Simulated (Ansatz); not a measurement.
**CH6BClSi: up Jacob's ladder to CCSD(T)**

Aim: compute CH6BClSi with functionals from several rungs and with coupled cluster, and see how far each lands from CCSD(T) at the basis-set limit for the atomisation energy.

Program: Ansatz 0.2.0, Gaussian basis. Level of theory: functionals in def2-TZVPP, the program's frozen cores in correlated methods. These are calculated values, not measurements.

Levels to be run: LDA (SPW92), PBE-D4, revPBE-D4, BLYP-D4, r2SCAN-D4, B97M-V, PBE0-D4, B3LYP-D4, r2SCANh-D4, r2SCAN0-D4, HSE06-D4, BHLYP-D4, CAM-B3LYP-D4, LC-ωPBE, ωB97X-V, ωB97M-V, B2PLYP, PBE-QIDH; CCSD(T)/def2-SVP; CCSD(T)/def2-TZVPP; MP2/def2-QZVPP; extrapolation to the limit; RPA on PBE.

### Step 1. Structure used throughout

The geometry comes from an earlier relaxation with PBE0-D4 in a triple-zeta def2 set; it is a stationary point, not always the lowest conformer.

SMILES `C[SiH2]BCl`, 10 atoms, charge 0, spin multiplicity 1.

Atoms are counted from 1 here; the program's logs count them from 0.

Bond lengths: C1–Si2 1.872 Å, C1–H5 1.092 Å, C1–H6 1.092 Å, C1–H7 1.092 Å, Si2–B3 2.017 Å, Si2–H8 1.494 Å, Si2–H9 1.494 Å, B3–Cl4 1.744 Å, B3–H10 1.195 Å. Angles: Si2–C1–H5 110.6°, Si2–C1–H6 111.1°, Si2–C1–H7 110.6°, H5–C1–H6 108.3°, H5–C1–H7 107.8°, H6–C1–H7 108.3°, C1–Si2–B3 113.6°, C1–Si2–H8 110.7°, C1–Si2–H9 110.7°, B3–Si2–H8 107.5°, B3–Si2–H9 107.5°, H8–Si2–H9 106.6°, Si2–B3–Cl4 120.7°, Si2–B3–H10 123.8°, Cl4–B3–H10 115.4°.

### Step 2. LDA

This LDA is Slater exchange with PW92 correlation.

File in.yaml:

```yaml
crystal:
  periodic: [false, false, false]
  atoms:
    - {symbol: C, position_ang: [-1.195394, 0.840798, -0.209221]}
    - {symbol: Si, position_ang: [-0.100665, -0.427865, 0.625577]}
    - {symbol: B, position_ang: [1.665717, -0.708676, -0.306136]}
    - {symbol: Cl, position_ang: [2.063669, 0.184481, -1.750608]}
    - {symbol: H, position_ang: [-1.420800, 0.539422, -1.234609]}
    - {symbol: H, position_ang: [-2.138722, 0.961080, 0.327268]}
    - {symbol: H, position_ang: [-0.697675, 1.812284, -0.248508]}
    - {symbol: H, position_ang: [-0.787611, -1.752392, 0.695396]}
    - {symbol: H, position_ang: [0.192830, -0.025624, 2.033836]}
    - {symbol: H, position_ang: [2.501850, -1.474708, 0.070005]}
basis:
  gaussian: {orbitals: def2-TZVPP}
hamiltonian: {xc: lda}
output: {orbitals: {seedname: orbitals}}
```

Command:

```console
$ ansatz run in.yaml --threads 2 --pin off --events-out ev --progress --plain --max-ram 4352MiB
```

Further steps of the session: PBE-D4 (GGA); revPBE-D4 (GGA); BLYP-D4 (GGA); r2SCAN-D4 (meta-GGA); B97M-V (meta-GGA); PBE0-D4 (hybrid); B3LYP-D4 (hybrid); r2SCANh-D4 (hybrid); r2SCAN0-D4 (hybrid); HSE06-D4 (hybrid); BHLYP-D4 (hybrid); CAM-B3LYP-D4 (range-separated); LC-ωPBE (range-separated); ωB97X-V (range-separated); ωB97M-V (range-separated); B2PLYP (double hybrid); PBE-QIDH (double hybrid); CCSD(T) in def2-SVP; CCSD(T) in def2-TZVPP; MP2 in def2-QZVPP; RPA on PBE orbitals.

**Question.** What will the summary of the whole plan be? Wanted: atomisation energy, CCSD(T)/CBS; farthest beyond LDA; mean size of error, GGA; mean size of error, meta-GGA; mean size of error, hybrid; mean size of error, range-separated; mean size of error, double hybrid; gap, smallest and largest; T1 diagnostic.

The runs gave:

```
                               quantity                                                                   value
        atomisation energy, CCSD(T)/CBS                                                           3383.3 kJ/mol
 functionals within 16.9 kJ/mol (0.5 %)  PBE0-D4, B3LYP-D4, r2SCANh-D4, r2SCAN0-D4, HSE06-D4, LC-ωPBE, PBE-QIDH
                    farthest beyond LDA                                                 BHLYP-D4 (-41.3 kJ/mol)
                mean size of error, GGA                                                             28.8 kJ/mol
           mean size of error, meta-GGA                                                             31.2 kJ/mol
             mean size of error, hybrid                                                             15.3 kJ/mol
    mean size of error, range-separated                                                             18.2 kJ/mol
      mean size of error, double hybrid                                                             16.8 kJ/mol
              gap, smallest and largest                               3.29 eV (LDA (SPW92)), 10.63 eV (LC-ωPBE)
                          T1 diagnostic                                                                  0.0124
triples share of the correlation energy                                                                   3.8 %
```

LDA overbinds by 405.0 kJ/mol (12 %). PBE-D4 is off by +33.4 kJ/mol. Double hybrids carry the basis error of their MP2 part in triple zeta, and no dispersion term here, so their miss is partly the set-up's. The rungs hybrid, double hybrid miss on average by less than the doubt on the reference (16.9 kJ/mol), so they tie. Misses under about 16.9 kJ/mol are within the doubt on the reference itself, which lacks core-valence correlation, relativity and higher excitations. Hartree-Fock recovers 78 % of the binding; the rest is correlation. CCSD(T) in def2-SVP is off by -164.0 kJ/mol, so the small basis spoils what the method gains. The gap grows from 3.3 to 10.6 eV across the functionals, mostly with the share of exact exchange.
